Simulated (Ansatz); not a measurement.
**FH3OSi2: up Jacob's ladder to CCSD(T)**

How much do the methods differ for FH3OSi2? The plan is to run it at one geometry with functionals of several rungs and with coupled cluster, and see how far each lands from CCSD(T) at the basis-set limit for the atomisation energy.

Program: Ansatz 0.2.0, Gaussian basis. Level of theory: functionals in def2-TZVPP, the program's frozen cores in correlated methods. These are calculated values, not measurements.

Levels to be run: LDA (SPW92), PBE-D4, revPBE-D4, BLYP-D4, r2SCAN-D4, B97M-V, PBE0-D4, B3LYP-D4, r2SCANh-D4, r2SCAN0-D4, HSE06-D4, BHLYP-D4, CAM-B3LYP-D4, LC-ωPBE, ωB97X-V, ωB97M-V, B2PLYP, PBE-QIDH; CCSD(T)/def2-SVP; CCSD(T)/def2-TZVPP; MP2/def2-QZVPP; extrapolation to the limit; RPA on PBE.

### Step 1. Structure used throughout

All runs share one geometry, relaxed beforehand with PBE0-D4 in a triple-zeta def2 set.

7 atoms, charge 0, spin multiplicity 1.

Atoms are counted from 1 here; the program's logs count them from 0.

Bond lengths: F1–Si2 1.612 Å, Si2–O3 1.651 Å, Si2–H5 1.502 Å, O3–Si4 1.612 Å, Si4–H6 1.487 Å, Si4–H7 1.486 Å. Angles: F1–Si2–O3 106.5°, F1–Si2–H5 104.4°, O3–Si2–H5 103.7°, Si2–O3–Si4 158.8°, O3–Si4–H6 113.5°, O3–Si4–H7 111.4°, H6–Si4–H7 112.5°.

### Step 2. LDA

This LDA is Slater exchange with PW92 correlation.

File in.yaml:

```yaml
crystal:
  periodic: [false, false, false]
  atoms:
    - {symbol: F, position_ang: [-0.918330, -1.953605, 0.981416]}
    - {symbol: Si, position_ang: [-0.284986, -1.581119, -0.452863]}
    - {symbol: O, position_ang: [0.064267, 0.032135, -0.407072]}
    - {symbol: Si, position_ang: [0.417957, 1.475869, 0.217135]}
    - {symbol: H, position_ang: [-1.443265, -1.666654, -1.405365]}
    - {symbol: H, position_ang: [0.823333, 1.421818, 1.646949]}
    - {symbol: H, position_ang: [1.402423, 2.203456, -0.625901]}
basis:
  gaussian: {orbitals: def2-TZVPP}
hamiltonian: {xc: lda}
output: {orbitals: {seedname: orbitals}}
```

Started as:

```bash
ansatz run in.yaml --threads 2 --pin off --events-out ev --progress --plain --max-ram 4352MiB
```

The runs that follow: PBE-D4 (GGA); revPBE-D4 (GGA); BLYP-D4 (GGA); r2SCAN-D4 (meta-GGA); B97M-V (meta-GGA); PBE0-D4 (hybrid); B3LYP-D4 (hybrid); r2SCANh-D4 (hybrid); r2SCAN0-D4 (hybrid); HSE06-D4 (hybrid); BHLYP-D4 (hybrid); CAM-B3LYP-D4 (range-separated); LC-ωPBE (range-separated); ωB97X-V (range-separated); ωB97M-V (range-separated); B2PLYP (double hybrid); PBE-QIDH (double hybrid); CCSD(T) in def2-SVP; CCSD(T) in def2-TZVPP; MP2 in def2-QZVPP; RPA on PBE orbitals.

Q: Predict the results of all the runs planned. Wanted: atomisation energy, CCSD(T)/CBS; farthest beyond LDA; mean size of error, GGA; mean size of error, meta-GGA; mean size of error, hybrid; mean size of error, range-separated; mean size of error, double hybrid; gap, smallest and largest; T1 diagnostic.

**Answer**, as computed:

| quantity | value |
| --- | --- |
| atomisation energy, CCSD(T)/CBS | 24.578 eV |
| functionals within 0.123 eV (0.5 %) | none; nearest PBE-D4 (-0.164 eV) |
| farthest beyond LDA | BHLYP-D4 (-1.962 eV) |
| mean size of error, GGA | 0.395 eV |
| mean size of error, meta-GGA | 0.353 eV |
| mean size of error, hybrid | 1.180 eV |
| mean size of error, range-separated | 1.267 eV |
| mean size of error, double hybrid | 1.064 eV |
| gap, smallest and largest | 0.81 eV (BLYP-D4), 4.95 eV (LC-ωPBE) |
| T1 diagnostic | 0.0422 |
| triples share of the correlation energy | 5.5 % |

**Reading.** The LDA atomisation energy is off by 3.298 eV (13 %): it overbinds. PBE-D4 misses by -0.164 eV. Double hybrids carry the basis error of their MP2 part in triple zeta, and no dispersion term here, so their miss is partly the set-up's. By mean error the best rung here is meta-GGA (0.353 eV) and the worst beyond LDA is range-separated (1.267 eV). The gap between the best rungs is small, so their order is not settled. The reference freezes the cores and leaves out relativity and excitations past (T), so misses under about 0.123 eV can't be ranked. Hartree-Fock recovers 63 % of the binding; the rest is correlation. CCSD(T) in def2-SVP is off by -2.444 eV, worse than the median functional, from the basis alone. The gap grows from 0.8 to 5.0 eV across the functionals, mostly with the share of exact exchange. The T1 diagnostic, 0.042, is well above the customary 0.02, so CCSD(T) itself is less safe here. The restricted reference is unstable towards a spin-broken one.
